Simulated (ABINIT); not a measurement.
# HfB (Fm-3m) in ABINIT: single point with PBE

Aim: the single point of HfB with PBE.

All numbers are computed with ABINIT 10.8.3 (patched build); they aren't measurements. Logs are shortened: lines on timing, memory, paths and dates and some standing lists are left out, and cuts for length are marked. The log counts tension as positive stress, the text compression.

## (1) Starting point

The structure is cubic, space group Fm-3m (No. 225). The conventional cell has a = 4.620 Å, b = 4.620 Å, c = 4.620 Å, α = 90.00°, β = 90.00°, γ = 90.00°. Hf (site symmetry m-3m) is surrounded by 6 B at 2.31 Å. B (site symmetry m-3m) is surrounded by 6 Hf at 2.31 Å.

## (2) Single point, PBE

run.abi

```
# Pseudopotentials
pp_dirpath "./"
pseudos "Hf.upf, B.upf"

# Structure
acell 3*1.0
rprim
     0.0000000000     4.3652673479     4.3652673479
     4.3652673479     0.0000000000     4.3652673479
     4.3652673479     4.3652673479     0.0000000000
ntypat 2
znucl 72 5
natom 2
typat 1 2
xred
     0.5000000000     0.5000000000     0.5000000000
     0.0000000000     0.0000000000     0.0000000000

# Plane-wave basis
ecut 28.0

# k points
kptopt 1
ngkpt 8 8 8
nshiftk 1
shiftk 0.0 0.0 0.0

# Exchange and correlation
ixc 11

# Bands and occupations
nband 12
occopt 3
tsmear 0.00183747

# SCF cycle
nstep 100
tolvrs 1.0e-10

# Output
iomode 3
prtwf 0
prtden 0
prteig 0
prtebands 0
enunit 2
```

Potentials or basis: PseudoDojo NC SR PBE v0.4.1 standard.

Launch:

```bash
mpirun --bind-to none -np 4 abinit run.abi > log 2>&1
```

run.abo:

```text
.Version 10.8.3 of ABINIT
 Symmetries : space group Fm -3 m (#225); Bravais cF (face-center cubic)
================================================================================
 Values of the parameters that define the memory need of the present run
     intxc =       0    ionmov =       0      iscf =       7    lmnmax =       8
     lnmax =       8     mgfft =      30  mpssoang =       4    mqgrid =    3001
     natom =       2  nloc_mem =       1    nspden =       1   nspinor =       1
    nsppol =       1      nsym =      48    n1xccc =    2501    ntypat =       2
    occopt =       3   xclevel =       2
       mpw =        1203          nfft =       27000          nkpt =          29
================================================================================
================================================================================

--------------------------------------------------------------------------------
------------- Echo of variables that govern the present computation ------------
--------------------------------------------------------------------------------
 -outvars: echo values of preprocessed input variables --------
            acell      1.0000000000E+00  1.0000000000E+00  1.0000000000E+00 Bohr
              amu      1.78490000E+02  1.08110000E+01
             ecut      2.80000000E+01 Hartree
           enunit           2
              ixc          11
         kptrlatt        8    0    0      0    8    0      0    0    8
          kptrlen      4.93873623E+01
            natom           2
            nband          12
            ngfft          30      30      30
             nkpt          29
            nstep         100
             nsym          48
           ntypat           2
           occopt           3
           prtden           0
        prtebands           0
           prteig           0
            prtwf           0
            rprim      0.0000000000E+00  4.3652673479E+00  4.3652673479E+00
                       4.3652673479E+00  0.0000000000E+00  4.3652673479E+00
                       4.3652673479E+00  4.3652673479E+00  0.0000000000E+00
          spgroup         225
           tolvrs      1.00000000E-10
           tsmear      1.83747000E-03 Hartree
            typat      1  2
           xangst      2.3099999984E+00  2.3099999984E+00  2.3099999984E+00
                       0.0000000000E+00  0.0000000000E+00  0.0000000000E+00
            xcart      4.3652673479E+00  4.3652673479E+00  4.3652673479E+00
                       0.0000000000E+00  0.0000000000E+00  0.0000000000E+00
             xred      5.0000000000E-01  5.0000000000E-01  5.0000000000E-01
                       0.0000000000E+00  0.0000000000E+00  0.0000000000E+00
            znucl       72.00000    5.00000

================================================================================

 chkinp: Checking input parameters for consistency.

================================================================================
== DATASET  1 ==================================================================

--- !DatasetInfo
iteration_state: {dtset: 1, }
dimensions: {natom: 2, nkpt: 29, mband: 12, nsppol: 1, nspinor: 1, nspden: 1, mpw: 1203, }
cutoff_energies: {ecut:  28.0, pawecutdg:  -1.0, }
electrons: {nelect:   1.50000000E+01, charge:   0.00000000E+00, occopt:   3.00000000E+00, tsmear:   1.83747000E-03, }
meta: {optdriver: 0, ionmov: 0, optcell: 0, iscf: 7, paral_kgb: 0, }
...

 Exchange-correlation functional for the present dataset will be:
  GGA: Perdew-Burke-Ernzerhof functional - ixc=11
  J.P.Perdew, K.Burke, M.Ernzerhof, PRL 77, 3865 (1996)

 Real(R)+Recip(G) space primitive vectors, cartesian coordinates (Bohr,Bohr^-1):
 R(1)=  0.0000000  4.3652673  4.3652673  G(1)= -0.1145405  0.1145405  0.1145405
 R(2)=  4.3652673  0.0000000  4.3652673  G(2)=  0.1145405 -0.1145405  0.1145405
 R(3)=  4.3652673  4.3652673  0.0000000  G(3)=  0.1145405  0.1145405 -0.1145405
 Unit cell volume ucvol=  1.6636522E+02 bohr^3
 Angles (23,13,12)=  6.00000000E+01  6.00000000E+01  6.00000000E+01 degrees

 getcut: wavevector=  0.0000  0.0000  0.0000  ngfft=  30  30  30
         ecut(hartree)=     28.000   => boxcut(ratio)=   2.04236

--- Pseudopotential description ------------------------------------------------
- pspini: atom type   1  psp file is ./Hf.upf
12 -101130 3 -1 1656                          pspcod,pspxc,lmax,lloc,mmax
     nproj     2     2     2     2

- pspini: atom type   2  psp file is ./B.upf
12 -101130 1 -1 1534                          pspcod,pspxc,lmax,lloc,mmax
     nproj     2     2     0     0

   3.79991080E+02                                ecore*ucvol(ha*bohr**3)
--------------------------------------------------------------------------------

================================================================================

--- !BeginCycle
iteration_state: {dtset: 1, }
solver: {iscf: 7, nstep: 100, nline: 4, wfoptalg: 0, }
tolerances: {tolvrs: 1.00E-10, }
...

     iter   Etot(hartree)      deltaE(h)  residm     vres2
 ETOT  1  -59.310387867179    -5.931E+01 1.211E-01 1.525E+02
 ETOT  2  -59.359662813175    -4.927E-02 7.920E-02 4.604E+01
 ETOT  3  -59.372050908741    -1.239E-02 2.096E-03 1.092E-02
 ETOT  4  -59.372057193222    -6.284E-06 8.839E-04 8.720E-05
 ETOT  5  -59.372057217768    -2.455E-08 2.247E-04 6.771E-06
 ETOT  6  -59.372057219707    -1.939E-09 3.031E-03 4.694E-08
 ETOT  7  -59.372057219717    -1.003E-11 2.653E-05 2.011E-09
 ETOT  8  -59.372057219720    -3.112E-12 4.098E-04 5.462E-12

 At SCF step    8       vres2   =  5.46E-12 < tolvrs=  1.00E-10 =>converged.

 Cartesian components of stress tensor (hartree/bohr^3)
  sigma(1 1)= -1.03391024E-03  sigma(3 2)=  0.00000000E+00
  sigma(2 2)= -1.03391024E-03  sigma(3 1)=  0.00000000E+00
  sigma(3 3)= -1.03391024E-03  sigma(2 1)=  0.00000000E+00

--- !ResultsGS
iteration_state: {dtset: 1, }
comment   : Summary of ground state results
lattice_vectors:
- [  0.0000000,   4.3652673,   4.3652673, ]
- [  4.3652673,   0.0000000,   4.3652673, ]
- [  4.3652673,   4.3652673,   0.0000000, ]
lattice_lengths: [   6.17342,    6.17342,    6.17342, ]
lattice_angles: [ 60.000,  60.000,  60.000, ] # degrees, (23, 13, 12)
lattice_volume:   1.6636522E+02
convergence: {deltae: -3.112E-12, res2:  5.462E-12, residm:  4.098E-04, diffor: null, }
etotal    :  -5.93720572E+01
entropy   :   0.00000000E+00
fermie    :   3.96045272E-01
cartesian_stress_tensor: # hartree/bohr^3
- [ -1.03391024E-03,   0.00000000E+00,   0.00000000E+00, ]
- [  0.00000000E+00,  -1.03391024E-03,   0.00000000E+00, ]
- [  0.00000000E+00,   0.00000000E+00,  -1.03391024E-03, ]
pressure_GPa:   3.0419E+01
xred      :
- [  5.0000E-01,   5.0000E-01,   5.0000E-01, Hf]
- [  0.0000E+00,   0.0000E+00,   0.0000E+00,  B]
cartesian_forces: # hartree/bohr
- [ -0.00000000E+00,  -0.00000000E+00,  -0.00000000E+00, ]
- [ -0.00000000E+00,  -0.00000000E+00,  -0.00000000E+00, ]
force_length_stats: {min:   0.00000000E+00, max:   0.00000000E+00, mean:   0.00000000E+00, }
...

 Integrated electronic density in atomic spheres:
 ------------------------------------------------
 Atom  Sphere_radius  Integrated_density
    1        2.00000          8.52220360
    2        2.00000          2.61469445
================================================================================

 ----iterations are completed or convergence reached----

 Mean square residual over all n,k,spin=   12.708E-07; max=  40.976E-05
 reduced coordinates (array xred) for    2 atoms
       0.500000000000      0.500000000000      0.500000000000
       0.000000000000      0.000000000000      0.000000000000
 rms dE/dt=  0.0000E+00; max dE/dt=  0.0000E+00; dE/dt below (all hartree)
    1       0.000000000000      0.000000000000      0.000000000000
    2       0.000000000000      0.000000000000      0.000000000000

 cartesian coordinates (angstrom) at end:
    1      2.30999999844053     2.30999999844053     2.30999999844053
    2      0.00000000000000     0.00000000000000     0.00000000000000

 cartesian forces (hartree/bohr) at end:
    1     -0.00000000000000    -0.00000000000000    -0.00000000000000
    2     -0.00000000000000    -0.00000000000000    -0.00000000000000
 frms,max,avg= 0.0000000E+00 0.0000000E+00   0.000E+00  0.000E+00  0.000E+00 h/b

 cartesian forces (eV/Angstrom) at end:
    1     -0.00000000000000    -0.00000000000000    -0.00000000000000
    2     -0.00000000000000    -0.00000000000000    -0.00000000000000
 frms,max,avg= 0.0000000E+00 0.0000000E+00   0.000E+00  0.000E+00  0.000E+00 e/A
 length scales=  1.000000000000  1.000000000000  1.000000000000 bohr
              =  0.529177210544  0.529177210544  0.529177210544 angstroms
 Fermi (or HOMO) energy (hartree) =   0.39605   Average Vxc (hartree)=  -0.46726
 Eigenvalues (hartree) for nkpt=  29  k points:
 kpt#   1, nband= 12, wtk=  0.00195, kpt=  0.0000  0.0000  0.0000 (reduced coord)
  -1.80251   -0.64533   -0.64533   -0.64533    0.04214    0.47498    0.47498    0.47498
   0.54025    0.54025    0.54037    0.54942
      occupation numbers for kpt#   1
   2.00000    2.00000    2.00000    2.00000    2.00000    0.00000    0.00000    0.00000
   0.00000    0.00000    0.00000    0.00000
 prteigrs : prtvol=0 or 1, do not print more k-points.

 Fermi (or HOMO) energy (eV) =  10.77694   Average Vxc (eV)= -12.71467
 Eigenvalues (   eV  ) for nkpt=  29  k points:
 kpt#   1, nband= 12, wtk=  0.00195, kpt=  0.0000  0.0000  0.0000 (reduced coord)
 -49.04888  -17.56045  -17.56045  -17.56045    1.14657   12.92478   12.92478   12.92478
  14.70094   14.70094   14.70414   14.95051
 prteigrs : prtvol=0 or 1, do not print more k-points.

--- !EnergyTerms
iteration_state     : {dtset: 1, }
comment             : Components of total free energy in Hartree
kinetic             :  1.67448943608579E+01
hartree             :  6.59836936833924E+00
xc                  : -1.55937129857128E+01
Ewald energy        : -4.46676344705231E+01
psp_core            :  2.28407765686085E+00
local_psp           : -2.75702276124446E+01
non_local_psp       :  2.83257014924771E+00
internal            : -5.93716635333747E+01
'-kT*entropy'       : -3.93686345220191E-04
total_energy        : -5.93720572197199E+01
total_energy_eV     : -1.61559598122428E+03
band_energy         : -5.51445254355276E+00
...

 Cartesian components of stress tensor (hartree/bohr^3)
  sigma(1 1)= -1.03391024E-03  sigma(3 2)=  0.00000000E+00
  sigma(2 2)= -1.03391024E-03  sigma(3 1)=  0.00000000E+00
  sigma(3 3)= -1.03391024E-03  sigma(2 1)=  0.00000000E+00

-Cartesian components of stress tensor (GPa)         [Pressure=  3.0419E+01 GPa]
- sigma(1 1)= -3.04186896E+01  sigma(3 2)=  0.00000000E+00
- sigma(2 2)= -3.04186896E+01  sigma(3 1)=  0.00000000E+00
- sigma(3 3)= -3.04186896E+01  sigma(2 1)=  0.00000000E+00

== END DATASET(S) ==============================================================
================================================================================

 -outvars: echo values of variables after computation  --------
            acell      1.0000000000E+00  1.0000000000E+00  1.0000000000E+00 Bohr
           etotal     -5.9372057220E+01
            fcart     -0.0000000000E+00 -0.0000000000E+00 -0.0000000000E+00
                      -0.0000000000E+00 -0.0000000000E+00 -0.0000000000E+00
            rprim      0.0000000000E+00  4.3652673479E+00  4.3652673479E+00
                       4.3652673479E+00  0.0000000000E+00  4.3652673479E+00
                       4.3652673479E+00  4.3652673479E+00  0.0000000000E+00
           strten     -1.0339102437E-03 -1.0339102437E-03 -1.0339102437E-03
                       0.0000000000E+00  0.0000000000E+00  0.0000000000E+00
           xangst      2.3099999984E+00  2.3099999984E+00  2.3099999984E+00
                       0.0000000000E+00  0.0000000000E+00  0.0000000000E+00
             xred      5.0000000000E-01  5.0000000000E-01  5.0000000000E-01
                       0.0000000000E+00  0.0000000000E+00  0.0000000000E+00
 Calculation completed.
```

Wall time 4.3 s (4 MPI ranks of Arm Neoverse V2, shared host); peak memory 0.24 GiB.

Results:

| Quantity | Value |
| --- | --- |
| Free energy | -1615.5960 eV |
| Pressure | 30.4 GPa |
| Band gap on the k mesh | none (metal or under the smearing width) |
| Valence electrons inside the program's atomic spheres | Hf 8.52; B 2.61 |

Levels at points of the mesh, in eV from the Fermi level:
| k point | band 5 | band 6 | band 7 | band 8 | band 9 | band 10 | band 11 | band 12 |
| --- | --- | --- | --- | --- | --- | --- | --- | --- |
| (0.00, 0.00, 0.00) | -9.63 | 2.15 | 2.15 | 2.15 | 3.92 | 3.92 | 3.93 | 4.17 |
| (0.50, 0.00, 0.00) | -5.08 | -4.12 | -1.44 | -1.44 | 6.49 | 6.49 | 7.53 | 8.42 |
| (0.50, 0.50, 0.00) | -6.81 | -1.15 | -0.98 | 2.33 | 2.33 | 6.20 | 7.87 | 7.87 |

Caveat: a pressure of tens of GPa on the cell as given is suspect, and the run, the potentials or the cell itself is likely at fault. The run has no spin-orbit coupling, so splittings on Hf are missing.
